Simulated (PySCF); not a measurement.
# C₅H₈O₂S, a solvent cluster: NMR shifts, part 2 of 2

PySCF 2.14.0. Atoms count from 0, parts from 1.

## (6) Shielding tensors: 850 fs

The job: settings as JSON, then the geometry in Å.

```
{"job": {"kind": "nmr", "xc": "PBE0", "basis": "pcSseg-1", "pop": false}, "charge": 0, "multiplicity": 1, "parts": [{"atoms": "0-12", "charge": 0, "multiplicity": 1}, {"atoms": "13-15", "charge": 0, "multiplicity": 1}]}
O     -1.246373    -1.495981     0.988937
C     -0.116461    -1.507005     0.112724
C      1.160088    -2.167506     0.598465
C      1.083988    -0.665962     0.508632
C      1.845954    -0.021995    -0.584955
C      2.236236     1.203251    -0.608580
S      2.680387     2.701445    -0.732243
H     -1.550384    -0.590525     1.030689
H     -0.375127    -1.608776    -0.926316
H      1.168994    -2.597346     1.602994
H      1.758133    -2.642800    -0.129656
H      0.997284    -0.096997     1.407585
H      2.044082    -0.610246    -1.475645
O     -1.945167     1.228078     1.094967
H     -2.361141     1.726548     0.401037
H     -2.396927     1.435124     1.909952
```

With the program's defaults for keys left out, this is: GIAO PBE0/pcSseg-1 NMR shielding, non-relativistic, gas phase.

Standard output:

```text
coarse grid: 14192 points
cycle   1  E = -743.1006870286  dE =  1.202e+00  |g| = 8.608e-01  |ddm| = 3.746e+00
cycle   2  E = -742.9963332047  dE =  1.044e-01  |g| = 1.160e+00  |ddm| = 1.549e+00
cycle   3  E = -743.2360559819  dE = -2.397e-01  |g| = 8.811e-02  |ddm| = 1.004e+00
cycle   4  E = -743.2372017703  dE = -1.146e-03  |g| = 5.454e-02  |ddm| = 1.250e-01
cycle   5  E = -743.2378220351  dE = -6.203e-04  |g| = 1.798e-02  |ddm| = 5.539e-02
cycle   6  E = -743.2378988780  dE = -7.684e-05  |g| = 6.862e-03  |ddm| = 2.328e-02
cycle   7  E = -743.2379100231  dE = -1.115e-05  |g| = 1.816e-03  |ddm| = 7.631e-03
cycle   8  E = -743.2379107913  dE = -7.683e-07  |g| = 5.171e-04  |ddm| = 2.015e-03
final grid: 133184 points
cycle   9  E = -743.3085257089  dE = -2.781e-05  |g| = 1.290e-02  |ddm| = 3.923e-02
cycle  10  E = -743.3084296996  dE =  9.601e-05  |g| = 2.284e-02  |ddm| = 3.328e-02
cycle  11  E = -743.3085622158  dE = -1.325e-04  |g| = 2.996e-03  |ddm| = 2.463e-02
cycle  12  E = -743.3085647369  dE = -2.521e-06  |g| = 4.014e-04  |ddm| = 3.166e-03
cycle  13  E = -743.3085647618  dE = -2.492e-08  |g| = 2.016e-04  |ddm| = 5.988e-04
cycle  14  E = -743.3085647702  dE = -8.307e-09  |g| = 6.004e-05  |ddm| = 1.955e-04
cycle  15  E = -743.3085647710  dE = -8.288e-10  |g| = 1.804e-05  |ddm| = 6.421e-05
converged SCF energy = -743.3085647710

GIAO shielding tensors (ppm)
atom      isotropic    diamagn.    paramagn.     s11        s22        s33       span
  0 O      287.802     389.629    -101.827    264.945    279.997    318.464     53.519
  1 C      127.545     244.912    -117.367     85.190    103.365    194.079    108.889
  2 C      166.880     259.752     -92.872    145.450    157.021    198.170     52.720
  3 C      170.908     248.275     -77.367    150.967    167.091    194.664     43.698
  4 C      111.391     259.940    -148.549     13.785    131.936    188.452    174.668
  5 C     -100.774     263.953    -364.727   -194.450    -73.527    -34.346    160.104
  6 S       90.443    1057.199    -966.757   -426.381     79.200    618.509   1044.890
  7 H       27.257      33.141      -5.884     13.834     21.782     46.154     32.319
  8 H       28.626      31.924      -3.298     22.681     28.843     34.354     11.673
  9 H       29.972      30.884      -0.913     24.857     27.130     37.928     13.071
 10 H       32.319      32.632      -0.312     26.745     29.340     40.872     14.127
 11 H       30.452      33.014      -2.562     25.557     28.631     37.169     11.612
 12 H       27.472      30.080      -2.608     23.901     24.408     34.106     10.204
 13 O      332.010     388.023     -56.014    299.720    338.148    358.161     58.441
 14 H       30.440      31.685      -1.245     22.369     24.963     43.988     21.620
 15 H       30.575      30.398       0.177     22.529     24.681     44.515     21.987
```

Wall time 23 s (1 thread of Arm Neoverse V2, shared host); peak memory 0.86 GiB.

In short: δ C5 287.7, C4 75.5, C1 59.4, C2 20.0, H7 4.46, H12 4.25 ppm.

## (7) Nuclear shieldings: 1000 fs

The job: settings as JSON, then the geometry in Å.

```
{"job": {"kind": "nmr", "xc": "PBE0", "basis": "pcSseg-1", "pop": false}, "charge": 0, "multiplicity": 1, "parts": [{"atoms": "0-12", "charge": 0, "multiplicity": 1}, {"atoms": "13-15", "charge": 0, "multiplicity": 1}]}
O     -1.162573    -1.232596     0.841394
C     -0.151529    -1.455620    -0.059018
C      1.069224    -2.146111     0.476786
C      1.168222    -0.679293     0.177878
C      2.059788    -0.161037    -0.890437
C      2.494789     1.066313    -0.887473
S      2.915340     2.534650    -0.563462
H     -1.645047    -0.453805     0.567236
H     -0.483264    -1.681544    -1.065739
H      1.055929    -2.440381     1.482346
H      1.482001    -2.924399    -0.188031
H      1.106267    -0.040259     1.104077
H      2.245408    -0.826721    -1.704072
O     -2.173564     1.437334     0.414390
H     -2.022310     2.067296    -0.314611
H     -2.185442     1.939121     1.233125
```

With the program's defaults for keys left out, this is: GIAO PBE0/pcSseg-1 NMR shielding, non-relativistic, gas phase.

Standard output:

```text
coarse grid: 14192 points
cycle   1  E = -743.0971613494  dE =  1.198e+00  |g| = 8.640e-01  |ddm| = 3.740e+00
cycle   2  E = -742.9761458265  dE =  1.210e-01  |g| = 1.189e+00  |ddm| = 1.574e+00
cycle   3  E = -743.2332548096  dE = -2.571e-01  |g| = 1.001e-01  |ddm| = 1.046e+00
cycle   4  E = -743.2348673094  dE = -1.612e-03  |g| = 6.460e-02  |ddm| = 1.592e-01
cycle   5  E = -743.2358042346  dE = -9.369e-04  |g| = 1.822e-02  |ddm| = 5.980e-02
cycle   6  E = -743.2358776672  dE = -7.343e-05  |g| = 7.075e-03  |ddm| = 2.375e-02
cycle   7  E = -743.2358889601  dE = -1.129e-05  |g| = 2.441e-03  |ddm| = 8.752e-03
cycle   8  E = -743.2358905255  dE = -1.565e-06  |g| = 7.650e-04  |ddm| = 3.041e-03
final grid: 133184 points
cycle   9  E = -743.3058071347  dE = -2.469e-05  |g| = 1.191e-02  |ddm| = 3.479e-02
cycle  10  E = -743.3057103717  dE =  9.676e-05  |g| = 2.199e-02  |ddm| = 3.268e-02
cycle  11  E = -743.3058398248  dE = -1.295e-04  |g| = 2.711e-03  |ddm| = 2.439e-02
cycle  12  E = -743.3058418405  dE = -2.016e-06  |g| = 3.590e-04  |ddm| = 2.863e-03
cycle  13  E = -743.3058418607  dE = -2.026e-08  |g| = 1.871e-04  |ddm| = 5.370e-04
cycle  14  E = -743.3058418684  dE = -7.661e-09  |g| = 5.593e-05  |ddm| = 1.816e-04
cycle  15  E = -743.3058418691  dE = -7.444e-10  |g| = 1.483e-05  |ddm| = 5.840e-05
converged SCF energy = -743.3058418691

GIAO shielding tensors (ppm)
atom      isotropic    diamagn.    paramagn.     s11        s22        s33       span
  0 O      286.695     390.488    -103.793    275.352    281.627    303.107     27.754
  1 C      130.977     244.204    -113.227     85.818    113.867    193.246    107.428
  2 C      168.030     258.483     -90.453    142.657    163.974    197.459     54.801
  3 C      163.489     249.340     -85.851    128.403    165.062    197.001     68.598
  4 C      116.169     258.325    -142.156     26.251    136.405    185.851    159.600
  5 C     -107.707     268.399    -376.106   -197.303    -82.318    -43.502    153.800
  6 S       48.909    1058.189   -1009.280   -505.144     45.649    606.221   1111.366
  7 H       27.815      33.437      -5.622     15.902     22.306     45.237     29.335
  8 H       28.349      31.643      -3.294     22.331     28.208     34.509     12.178
  9 H       31.090      32.805      -1.715     26.051     28.354     38.866     12.815
 10 H       30.810      31.143      -0.333     26.004     27.057     39.368     13.364
 11 H       29.763      32.348      -2.585     24.059     28.632     36.596     12.537
 12 H       27.731      29.476      -1.745     24.675     27.265     31.252      6.577
 13 O      326.830     388.086     -61.256    295.457    330.898    354.134     58.677
 14 H       29.588      31.254      -1.666     22.443     24.268     42.052     19.609
 15 H       30.283      31.320      -1.036     23.165     24.329     43.356     20.191
```

Run time: 23 s. Hardware: 1 thread of Arm Neoverse V2, shared host; peak memory 0.86 GiB.

In short: δ C5 294.6, C4 70.8, C1 55.9, C3 23.4, H12 3.99, H7 3.90 ppm.

## (8) Comparing the runs: NMR shifts

Shifts (ppm) of some atoms, chosen among heavy atoms and hydrogens apart, with basis size and wall time:

| frame | C5 | C1 | H9 | H15 | O0 | O13 | S6 | functions | time |
| --- | --- | --- | --- | --- | --- | --- | --- | --- | --- |
| 250 fs | 290.4 | 58.0 | 2.47 | 1.07 | 42.1 | 2.0 | 439 | 183 | 39 s |
| 400 fs | 283.7 | 52.0 | 1.99 | 2.74 | 45.3 | 12.5 | 411 | 183 | 23 s |
| 550 fs | 294.9 | 62.0 | 1.80 | 1.71 | 60.3 | 16.3 | 444 | 183 | 24 s |
| 700 fs | 280.5 | 57.1 | 2.17 | 1.41 | 53.2 | 7.5 | 405 | 183 | 23 s |
| 850 fs | 287.7 | 59.4 | 1.75 | 1.14 | 48.3 | 4.1 | 413 | 183 | 23 s |
| 1000 fs | 294.6 | 55.9 | 0.63 | 1.43 | 49.4 | 9.2 | 455 | 183 | 23 s |

## (9) Results

The summary covers parts 1 to 2.

```
                                           quantity                                               value
$^{13}$C shifts against TMS (PBE0/pcSseg-1, 250 fs)                   290.4, 77.5, 58.0, 21.7, 16.5 ppm
 $^{1}$H shifts against TMS (PBE0/pcSseg-1, 250 fs)  4.51, 4.26, 2.92, 2.47, 1.72, 1.66, 1.07, 0.12 ppm
$^{17}$O shifts against H2O (PBE0/pcSseg-1, 250 fs)                                       42.1, 2.0 ppm
$^{33}$S shifts against CS2 (PBE0/pcSseg-1, 250 fs)                                             439 ppm
                           range of the shift of S6                                      405 to 455 ppm
```

What this shows: Shifts at one fixed geometry are not the observed spectrum, which averages over the motion. In the first frame run (250 fs): The widest tensor belongs to S6: span 1121 ppm, with a paramagnetic part of -992 ppm. In ppm, S6 moves most: its shift spreads over 50 ppm, from 405 (700 fs) to 455 (1000 fs).
